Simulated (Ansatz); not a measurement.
# BFH4SSi: the cost of one run

All numbers are computed with Ansatz 0.2.0 through its Python package. Level of theory: CAM-B3LYP/6-31G*.

### 1 Starting point

Bond lengths: B1–Si2 1.876 Å, Si2–F3 1.662 Å, Si2–S4 2.118 Å, B1–H5 1.241 Å, B1–H6 1.199 Å, Si2–H7 1.491 Å, S4–H8 1.425 Å. Angles: B1–Si2–F3 108.2°, B1–Si2–S4 111.5°, B1–Si2–H7 110.5°, F3–Si2–S4 109.0°, F3–Si2–H7 109.3°, S4–Si2–H7 108.3°, Si2–B1–H5 120.6°, Si2–B1–H6 124.2°, H5–B1–H6 115.2°, Si2–S4–H8 90.9°.

No structure file is read: the coordinates are typed or built in the script.

### 2 The script

Input file scan_bfh4ssi.py:

```python
# -*- coding: utf-8 -*-
"""Potential curve of BFH4SSi along one bond."""

import ansatz as az
import numpy as np


def main():
    geometry_ang = [
        ("B", (-0.7984, 0.994, 0.2096)),
        ("Si", (0.7397, -0.0376, -0.0863)),
        ("F", (1.3946, -0.4292, 1.3902)),
        ("S", (0.2884, -1.8221, -1.1348)),
        ("H", (-1.4741, 1.4085, -0.7455)),
        ("H", (-1.1898, 1.324, 1.294)),
        ("H", (1.7402, 0.7317, -0.8796)),
        ("H", (-0.6086, -2.2265, -0.1035)),
    ]
    bfh4ssi = az.Crystal.molecule()
    for symbol, xyz in geometry_ang:
        bfh4ssi = bfh4ssi.atom(symbol, xyz)

    symbols = [site.symbol for site in bfh4ssi.cartesian_sites]
    start = np.array([site.position_ang for site in bfh4ssi.cartesian_sites])
    axis = (start[7] - start[3]) / np.linalg.norm(start[7] - start[3])
    moving = [7]
    lengths, energies = [1.254, 1.311, 1.368, 1.425, 1.482, 1.539, 1.596, 1.682], []
    for length in lengths:
        xyz = start.copy()
        xyz[moving] += (length - np.linalg.norm(start[7] - start[3])) * axis
        point = az.Crystal.molecule()
        for symbol, place in zip(symbols, xyz):
            point = point.atom(symbol, place.tolist())
        calc = point.calculation()
        calc = calc.basis(gaussian="6-31G*")
        calc = calc.functional("cam_b3lyp")
        r = calc.run(threads=1, pin="off").report
        energies.append(r["free_energy_ev"])
        print(f"r = {length:6.3f} A  E = {energies[-1]:.5f} eV  <S^2> = {abs(r['mean_field']['state']['spin_squared']):.3f}")

    # quartic fit about the minimum
    fit = np.polynomial.Polynomial.fit(lengths, np.array(energies) - min(energies), 4).convert()
    roots = [r.real for r in fit.deriv().roots() if abs(r.imag) < 1e-9 and fit.deriv(2)(r.real) > 0]
    r_e = min(roots, key=lambda r: abs(r - lengths[int(np.argmin(energies))]))
    print(f"minimum of the fit at {r_e:.4f} A, force constant {fit.deriv(2)(r_e):.2f} eV/A^2")


if __name__ == "__main__":
    main()
```

### 3 The calls as engine input

The engine receives this input (first run):

```yaml
crystal:
  periodic: [false, false, false]
  atoms:
    - { symbol: B, position_ang: [-0.7984, 0.994, 0.2096] }
    - { symbol: Si, position_ang: [0.7397, -0.0376, -0.0863] }
    - { symbol: F, position_ang: [1.3946, -0.4292, 1.3902] }
    - { symbol: S, position_ang: [0.2884, -1.8221, -1.1348] }
    - { symbol: H, position_ang: [-1.4741, 1.4085, -0.7455] }
    - { symbol: H, position_ang: [-1.1898, 1.324, 1.294] }
    - { symbol: H, position_ang: [1.7402, 0.7317, -0.8796] }
    - { symbol: H, position_ang: [-0.500745694311059, -2.177875383254618, -0.2275023918138293] }
basis:
  gaussian:
    orbitals: "6-31G*"
hamiltonian:
  xc: cam_b3lyp
```

### 4 Launch

Launch:

```bash
python scan_bfh4ssi.py
```

What time and memory should one allow on 1 thread of Arm Neoverse V2, shared host?

About 19 s, with a peak of 0.23 GiB.
